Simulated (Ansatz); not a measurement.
# CH₄BGaO₂: up Jacob's ladder to CCSD(T)

How much do the methods differ for CH₄BGaO₂? The plan is to run it at one geometry with functionals of several rungs and with coupled cluster, and see how far each lands from CCSD(T) at the basis-set limit for the atomisation energy.

The runs use Ansatz 0.2.0, Gaussian basis; functionals in def2-TZVPP, the program's frozen cores in correlated methods.

The runs, in order: LDA (SPW92), PBE-D4, revPBE-D4, BLYP-D4, r2SCAN-D4, B97M-V, PBE0-D4, B3LYP-D4, r2SCANh-D4, r2SCAN0-D4, HSE06-D4, BHLYP-D4, CAM-B3LYP-D4, LC-ωPBE, ωB97X-V, ωB97M-V, B2PLYP, PBE-QIDH; CCSD(T)/def2-SVP; CCSD(T)/def2-TZVPP; MP2/def2-QZVPP; extrapolation to the limit; RPA on PBE.

## (1) Structure used throughout

The geometry comes from an earlier relaxation with PBE0-D4 in a triple-zeta def2 set; it is a stationary point, not always the lowest conformer.

9 atoms, charge 0, spin multiplicity 1.

Atoms are counted from 1 here; the program's logs count them from 0.

Bond lengths: O1–Ga2 1.783 Å, O1–H6 0.960 Å, Ga2–B3 2.109 Å, Ga2–C5 2.048 Å, B3–O4 1.344 Å, B3–H7 1.194 Å, O4–C5 1.464 Å, C5–H8 1.092 Å, C5–H9 1.092 Å. Angles: Ga2–O1–H6 114.5°, O1–Ga2–B3 155.6°, O1–Ga2–C5 135.3°, B3–Ga2–C5 69.1°, Ga2–B3–O4 88.8°, Ga2–B3–H7 149.7°, O4–B3–H7 121.5°, B3–O4–C5 114.1°, Ga2–C5–O4 88.1°, Ga2–C5–H8 120.2°, Ga2–C5–H9 120.2°, O4–C5–H8 108.2°, O4–C5–H9 108.2°, H8–C5–H9 108.6°.

Geometry (Å):

```xyz
9

O    -0.1409    2.6684   -0.1800
Ga    0.2060    0.9205   -0.2226
B     1.2995   -0.8082   -0.7350
O     0.3833   -1.5461   -0.0848
C    -0.6983   -0.7625    0.5152
H    -0.9391    2.9050    0.2981
H     2.2378   -1.3122   -1.2736
H    -0.7042   -0.9569    1.5898
H    -1.6441   -1.1081    0.0928
```

## (2) LDA

This LDA is Slater exchange with PW92 correlation.

in.yaml

```yaml
crystal:
  periodic: [false, false, false]
  atoms:
    - {symbol: O, position_ang: [-0.140911, 2.668432, -0.179986]}
    - {symbol: Ga, position_ang: [0.206017, 0.920508, -0.222590]}
    - {symbol: B, position_ang: [1.299484, -0.808199, -0.734995]}
    - {symbol: O, position_ang: [0.383296, -1.546062, -0.084760]}
    - {symbol: C, position_ang: [-0.698283, -0.762491, 0.515234]}
    - {symbol: H, position_ang: [-0.939131, 2.905011, 0.298084]}
    - {symbol: H, position_ang: [2.237834, -1.312245, -1.273561]}
    - {symbol: H, position_ang: [-0.704196, -0.956879, 1.589784]}
    - {symbol: H, position_ang: [-1.644111, -1.108076, 0.092791]}
basis:
  gaussian: {orbitals: def2-TZVPP}
hamiltonian: {xc: lda}
output: {orbitals: {seedname: orbitals}}
```

After this run come: PBE-D4 (GGA); revPBE-D4 (GGA); BLYP-D4 (GGA); r2SCAN-D4 (meta-GGA); B97M-V (meta-GGA); PBE0-D4 (hybrid); B3LYP-D4 (hybrid); r2SCANh-D4 (hybrid); r2SCAN0-D4 (hybrid); HSE06-D4 (hybrid); BHLYP-D4 (hybrid); CAM-B3LYP-D4 (range-separated); LC-ωPBE (range-separated); ωB97X-V (range-separated); ωB97M-V (range-separated); B2PLYP (double hybrid); PBE-QIDH (double hybrid); CCSD(T) in def2-SVP; CCSD(T) in def2-TZVPP; MP2 in def2-QZVPP; RPA on PBE orbitals.

Before running them: what should the planned runs give, taken together? Wanted: atomisation energy, CCSD(T)/CBS; farthest beyond LDA; mean size of error, GGA; mean size of error, meta-GGA; mean size of error, hybrid; mean size of error, range-separated; mean size of error, double hybrid; gap, smallest and largest; T1 diagnostic.

**Answer**, as computed:

```
                               quantity                                                                                                                              value
        atomisation energy, CCSD(T)/CBS                                                                                                                     791.9 kcal/mol
functionals within 7.9 kcal/mol (1.0 %)  revPBE-D4, BLYP-D4, r2SCAN-D4, B97M-V, PBE0-D4, B3LYP-D4, r2SCANh-D4, HSE06-D4, CAM-B3LYP-D4, LC-ωPBE, ωB97X-V, ωB97M-V, PBE-QIDH
                    farthest beyond LDA                                                                                                          BHLYP-D4 (-38.2 kcal/mol)
                mean size of error, GGA                                                                                                                       9.6 kcal/mol
           mean size of error, meta-GGA                                                                                                                       3.2 kcal/mol
             mean size of error, hybrid                                                                                                                      11.0 kcal/mol
    mean size of error, range-separated                                                                                                                       0.5 kcal/mol
      mean size of error, double hybrid                                                                                                                       7.6 kcal/mol
              gap, smallest and largest                                                                                           2.98 eV (LDA (SPW92)), 9.88 eV (LC-ωPBE)
                          T1 diagnostic                                                                                                                             0.0164
triples share of the correlation energy                                                                                                                              4.1 %
```

The LDA atomisation energy is off by 134.5 kcal/mol (17 %): it overbinds. PBE-D4 misses by +21.0 kcal/mol. Double hybrids carry the basis error of their MP2 part in triple zeta, and no dispersion term here, so their miss is partly the set-up's. The rungs range-separated, meta-GGA, double hybrid miss on average by less than the doubt on the reference (7.9 kcal/mol), so they tie. Misses under about 7.9 kcal/mol are within the doubt on the reference itself, which lacks core-valence correlation, relativity and higher excitations, and its outer-core shells are covered unevenly. Hartree-Fock recovers 69 % of the binding; the rest is correlation. CCSD(T) in def2-SVP is off by -46.2 kcal/mol, more than most functionals: a good method in a small basis is no reference. The gap grows from 3.0 to 9.9 eV across the functionals, mostly with the share of exact exchange. Correlated methods include outer-core shells of Ga, which these sets cover unevenly.
